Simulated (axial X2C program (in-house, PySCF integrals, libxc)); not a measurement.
# A two-component session on AuIn⁺: EOM-EA-CCSD levels

Wanted for AuIn⁺: EOM-EA-CCSD levels, at the two-component level.

The runs use an in-house X2C program for linear molecules on PySCF integrals; two-component X2C with atomic mean-field terms, Au dyall-acv3z, In dyall-acv3z.

All values are calculated.

## (1) Input

Input file task.json:

```json
{
 "zs": [
  79,
  49
 ],
 "q": 1,
 "bas": [
  "dyall-acv3z",
  "dyall-acv3z"
 ],
 "r0": 2.66,
 "eom": "ea",
 "thr": -1.0,
 "nmax": 92,
 "grid": [
  1,
  0.96,
  1.045,
  0.92,
  1.09,
  1.15
 ]
}
```

Keys: zs atomic numbers; q charge; bas basis sets; r0 starting distance in Å; eom kind of EOM run; thr threshold in hartree for freezing inner shells (an s shell follows its p shell); nmax most natural virtual spinors; grid distances as factors.

On the command line:

```
$ python soeom.py task.json out
```

After this run come: EOM-EA-CCSD at 2.653 Å.

What does the calculation give? Wanted: next root led by one particle; T1 of the reference.

As calculated:

| quantity | value |
| --- | --- |
| lowest root at 2.653 Å | Ω = 1/2, 13.393 eV |
| next root led by one particle | Ω = 1/2, about 22320 cm⁻¹ higher |
| T1 of the reference | 0.021 |

In words: The added electron is bound by 13.39 eV in a spinor of 41% Au sσ, 41% In pσ, 9% In sσ. Errors of 0.1 to 0.3 eV are usual at this size, and roots led by higher excitations are left out, so the list is incomplete, and low states of that kind can be missing.
